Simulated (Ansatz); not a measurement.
# SnGeH6 (SMILES [GeH3][SnH3]) at CAM-B3LYP/def2-SVP (core potential)

What is the energy change on altering one bond length of SnGeH6 at CAM-B3LYP/def2-SVP (core potential)? 

The calculation is run with Ansatz 0.2.0.

41 further runs of the same task are left out: 41 set aside as unsound or not needed.

**1. The molecule**

The species is SnGeH6 (8 atoms), meant as a singlet with charge 0. As SMILES, `[GeH3][SnH3]`. The shape is that of a PBE0-D4/def2-TZVP optimisation.

Bond lengths: Ge1–Sn2 2.595 Å, Ge1–H3 1.538 Å, Ge1–H4 1.538 Å, Ge1–H5 1.538 Å, Sn2–H6 1.707 Å, Sn2–H7 1.707 Å, Sn2–H8 1.707 Å. Some angles: Ge1–Sn2–H6 110.4°, Ge1–Sn2–H7 110.5°, Ge1–Sn2–H8 110.4°, Sn2–Ge1–H3 110.4°, Sn2–Ge1–H4 110.4°, Sn2–Ge1–H5 110.4°, H6–Sn2–H7 108.5°, H6–Sn2–H8 108.5°, H7–Sn2–H8 108.5°, H3–Ge1–H4 108.5°.

**2. A single-point energy at CAM-B3LYP/def2-SVP (core potential)**

run.yaml

```yaml
crystal:
  periodic: [false, false, false]
  atoms:
    - symbol: Ge
      position_ang: [-0.754100, 0.285800, -1.041300]
    - symbol: Sn
      position_ang: [0.751500, -0.290300, 0.992300]
    - symbol: H
      position_ang: [-1.830800, 1.307300, -0.639500]
    - symbol: H
      position_ang: [-1.453400, -0.978600, -1.567000]
    - symbol: H
      position_ang: [0.087500, 0.886500, -2.179300]
    - symbol: H
      position_ang: [-0.187600, -0.932800, 2.265200]
    - symbol: H
      position_ang: [1.931000, -1.444200, 0.553800]
    - symbol: H
      position_ang: [1.547900, 1.109100, 1.560100]
basis:
  gaussian:
    orbitals: def2-SVP
hamiltonian:
  xc: {name: CAM-B3LYP}
accuracy: high
output: {orbitals: {seedname: orbitals}}
```

On the command line:

```console
$ ansatz run run.yaml --threads 1 --pin off --max-ram 3480MiB --events-out events.jsonl --progress --plain --runs-dir runs
```

Log:

```text
Warning: RAYON_NUM_THREADS=1 ignored (pool sized by the plan → 1); use --threads N
Functional definition: CAM-B3LYP
  name "CAM-B3LYP"
  parameter alpha = 0.19
  parameter beta = 0.46
  parameter omega = 0.33/bohr
  parameter ac = 0.81
  exchange = (1 - alpha - beta)*b88_x + beta*b88_x_sr(omega) + alpha*exact_x + beta*exact_x_lr(omega)
  correlation = (1 - ac)*vwn5_c + ac*lyp_c
2024 factors; integrals over basis functions are off by at most 1.1e-8 eV
437 factors; integrals over basis functions are off by at most 1.8e-9 eV
mean field evaluation 1: about -62441.8981 eV, gradient 1.5e1 eV
mean field evaluation 2: about -62442.0704 eV, gradient 1.2e1 eV
mean field evaluation 4: about -62442.2115 eV, gradient 4.4e-1 eV
mean field evaluation 8: about -62442.2610 eV, gradient 1.1e-2 eV
mean field evaluation 16: about -62442.2610 eV, gradient 2.3e-7 eV
mean field -62442.26102998 eV, -2294.7107679671 hartree, gradient 5.7e-8 eV, S^2 0.000000; 0 other end points of the search recorded, 0 dependent functions left out
reference -62442.26105198 eV, -2294.7107687755 hartree; 30, 30 occupied and 58, 58 virtual orbitals, 2024 factors
Total energy: -62442.26105198 eV, -2294.7107687755 hartree
```

It took 7.5 s on 1 thread of Arm Neoverse V2, shared host; peak memory 0.37 GiB.

**3. The distorted shape**

in.yaml

```yaml
basis:
  gaussian:
    orbitals: def2-SVP
crystal:
  periodic: [false, false, false]
  atoms:
    - {symbol: Ge, position_ang: [-1.006600, 0.105576, -0.699873]}
    - {symbol: Sn, position_ang: [0.499000, -0.470524, 1.333727]}
    - {symbol: H, position_ang: [-2.083300, 1.127076, -0.298073]}
    - {symbol: H, position_ang: [-1.705900, -1.158824, -1.225573]}
    - {symbol: H, position_ang: [0.087500, 0.886500, -2.179300]}
    - {symbol: H, position_ang: [-0.440100, -1.113024, 2.606627]}
    - {symbol: H, position_ang: [1.678500, -1.624424, 0.895227]}
    - {symbol: H, position_ang: [1.295400, 0.928876, 1.901527]}
hamiltonian:
  xc: {name: CAM-B3LYP}
accuracy: high
output:
  orbitals: {seedname: orbitals}
```

On the command line:

```console
$ ansatz run in.yaml --threads 1 --pin off --max-ram 3480MiB --events-out events.jsonl --progress --plain --runs-dir runs
```

Log:

```text
Warning: RAYON_NUM_THREADS=1 ignored (pool sized by the plan → 1); use --threads N
Functional definition: CAM-B3LYP
  name "CAM-B3LYP"
  parameter alpha = 0.19
  parameter beta = 0.46
  parameter omega = 0.33/bohr
  parameter ac = 0.81
  exchange = (1 - alpha - beta)*b88_x + beta*b88_x_sr(omega) + alpha*exact_x + beta*exact_x_lr(omega)
  correlation = (1 - ac)*vwn5_c + ac*lyp_c
2013 factors; integrals over basis functions are off by at most 9.2e-9 eV
442 factors; integrals over basis functions are off by at most 1.9e-9 eV
mean field evaluation 1: about -62440.8741 eV, gradient 1.5e1 eV
mean field evaluation 2: about -62441.0367 eV, gradient 1.3e1 eV
mean field evaluation 4: about -62441.2010 eV, gradient 1.3e0 eV
mean field evaluation 8: about -62441.2501 eV, gradient 6.0e-3 eV
mean field evaluation 16: about -62441.2501 eV, gradient 4.2e-6 eV
mean field -62441.25010548 eV, -2294.6736171769 hartree, gradient 2.5e-8 eV, S^2 0.000000; 0 other end points of the search recorded, 0 dependent functions left out
reference -62441.25012774 eV, -2294.6736179950 hartree; 30, 30 occupied and 58, 58 virtual orbitals, 2013 factors
Total energy: -62441.25012774 eV, -2294.6736179950 hartree
```

Wall time 7.8 s (1 thread of Arm Neoverse V2, shared host); peak memory 0.37 GiB.

**4. Outcome**

Level: CAM-B3LYP/def2-SVP (core potential).

| quantity | value |
| --- | --- |
| first shape: total energy | -2294.71077 Eh |
| first shape: HOMO energy | -9.09 eV |
| first shape: LUMO energy | 1.09 eV |
| first shape: HOMO–LUMO gap | 10.18 eV |
| distorted shape: total energy | -2294.67362 Eh |
| distorted shape: HOMO energy | -9.07 eV |
| distorted shape: LUMO energy | 0.08 eV |
| distorted shape: HOMO–LUMO gap | 9.15 eV |
| energy change with the Ge1–H5 bond stretched from 1.538 to 1.999 Å | 1.011 eV |

With the Ge1–H5 bond stretched from 1.538 to 1.999 Å the energy rises by 1.01 eV (98 kJ/mol). The first shape isn't relaxed at this level, so the change isn't measured from a minimum.
